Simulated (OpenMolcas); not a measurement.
# V²⁺ among point charges: CASSCF and CASPT2 levels and susceptibility

Aim: the splitting of the states of V²⁺ in the field of 6 point charges, its lowest levels with spin-orbit coupling and its magnetic susceptibility.

Program: OpenMolcas 26.06. Level of theory: state-averaged CASSCF and CASPT2, spin-orbit coupling by RASSI with atomic mean-field integrals. These are calculated values, not measurements, unless marked.

## 1. What is computed

```
Species                           : V²⁺ (vanadium, Z = 23, 21 electrons)
Basis                             : ANO-RCC-VDZP [5s4p2d1f], 34 functions
Scalar Hamiltonian                : DKH2, point nucleus
Inactive shells                   : 1s 2s 2p 3s 3p
Active space                      : 3 electrons in 5 orbitals (3d)
Some configurations of this space : 3d3
Orbitals                          : optimised for each spin and parity, averaged over all roots
```

The outer shells:

3d3
```
3d [↑ ][↑ ][↑ ][  ][  ]
```

The ion sits among 6 point charges of -0.8 e arranged as an octahedron (Oh), 2.08 Å from the ion.

Each step is its own input file, run in one work folder so that later steps find the files of earlier ones. Labels, J, g values, rates, χT and fits are worked out afterwards by a script from the matrices that RASSI stores. The input lists half of the charges; inversion (Group=XYZ) makes the rest.

## 2. Basis and integrals

a.inp

```
&GATEWAY
Coord
1

V 0.0 0.0 0.0
Basis=ANO-RCC-VDZP
Group=XYZ
NoMove
AngMom=0.0 0.0 0.0
AMFI
XField
3 Angstrom 0
2.080000 0.000000 0.000000 -0.800000
0.000000 2.080000 0.000000 -0.800000
0.000000 0.000000 2.080000 -0.800000
&SEWARD
```

Started as:

```console
$ OMP_NUM_THREADS=1 MOLCAS_MEM=1689 MOLCAS_PROJECT=a pymolcas a.inp > a.log
```

## 3. CASSCF: quartets of even parity, 10 roots

a.inp

```
&RASSCF
FileOrb=start.orb
Symmetry=1
Spin=4
nActEl=3 0 0
Inactive=3 6
Ras2=5 0
CIRoot=10 10 1
SDav=10
CIMx=300
Iter=120 100
PrWF=0.3
OrbListing=Nothing
MaxOrb=0
>>> COPY $Project.JobIph JOB001
```

start.orb holds the contracted functions of the basis, ordered by shell, or the orbitals of the step before.

## 4. Reference wave functions, doublets of even parity, 40 roots

a.inp

```
&RASSCF
FileOrb=start.orb
Symmetry=1
Spin=2
nActEl=3 0 0
Inactive=3 6
Ras2=5 0
CIRoot=40 40 1
SDav=40
CIMx=300
Iter=120 100
PrWF=0.3
OrbListing=Nothing
MaxOrb=0
>>> COPY $Project.JobIph JOB002
```

## 5. RASSI: spin-orbit coupling between the states

a.inp

```
&RASSI
NrOfJobIphs=2 10 40
1 2 3 4 5 6 7 8 9 10
1 2 3 4 5 6 7 8 9 10 11 12 13 14 15 16 17 18 19 20 21 22 23 24 25 26 27
28 29 30 31 32 33 34 35 36 37 38 39 40
IphNames
JOB001
JOB002
EJob
SpinOrbit
DIPRint=1.0
SOCoupling=1000.0
Subsets=2
Property=9
'ANGMOM' 1 'ANGMOM' 2 'ANGMOM' 3 'MLTPL  1' 1 'MLTPL  1' 2 'MLTPL  1' 3
'AMFI' 1 'AMFI' 2 'AMFI' 3
SOProperty=3
'ANGMOM' 1 'ANGMOM' 2 'ANGMOM' 3
```

## 6. CASPT2: IPEA 0.25, imaginary shift 0.1 (closed shells correlated: 3s 3p)

a.inp

```
>>> COPY JOB001 $Project.JobIph
&CASPT2
Multistate=10 1 2 3 4 5 6 7 8 9 10
NoMult
Frozen=2 3
IPEA=0.25
Imaginary=0.1
MaxIter=60
WThr=0.0 0.3 0.05
PrWF=0.5
NoMix
>>> COPY JOB002 $Project.JobIph
&CASPT2
Multistate=40 1 2 3 4 5 6 7 8 9 10 11 12 13 14 15 16 17 18 19 20 21 22
23 24 25 26 27 28 29 30 31 32 33 34 35 36 37 38 39 40
NoMult
Frozen=2 3
IPEA=0.25
Imaginary=0.1
MaxIter=60
WThr=0.0 0.3 0.05
PrWF=0.5
NoMix
```

(Steps that only read results are left out.)

Q: Predict the outcome of this session. Wanted: spin-free ground state; first state of the same spin within the active space; lowest level; next level.

The runs gave:

| quantity | value |
| --- | --- |
| method | SS-CASPT2, IPEA 0.25, imaginary shift 0.1 (closed shells correlated: 3s 3p) |
| spin-free ground state | 4A2, 1-fold in its orbital part |
| first state of the same spin within the active space | 4T2 at 2850 cm⁻¹ |
| lowest level | 4-fold Γ8 |
| next level | 2791.1 cm⁻¹ |
| χT at 300 K | 1.78 cm³ K/mol |
| effective moment at 300 K | 3.77 μB |

Cost by method:

```csv
method,time of its own steps,time with the reference
A. CASSCF,10 s,10 s
"B. SS-CASPT2, IPEA 0.25, imaginary shift 0.1, +3s 3p",3.6 s,14 s
```

Times are of one thread on a shared host.

**Reading.** The spin-free ground state (4A2) comes to 100 % from free-ion F terms and keeps the highest spin of the shell. χT at 300 K is 1.78, against 1.88 cm³ K/mol for the spin alone; near agreement at one temperature doesn't show that the orbital moment is quenched. CASPT2 does not keep the components of a term degenerate, and the means are used. The field of point charges can differ much from that of real complexes. Point charges carry no covalency, so the field is a model and not that of real ligands.
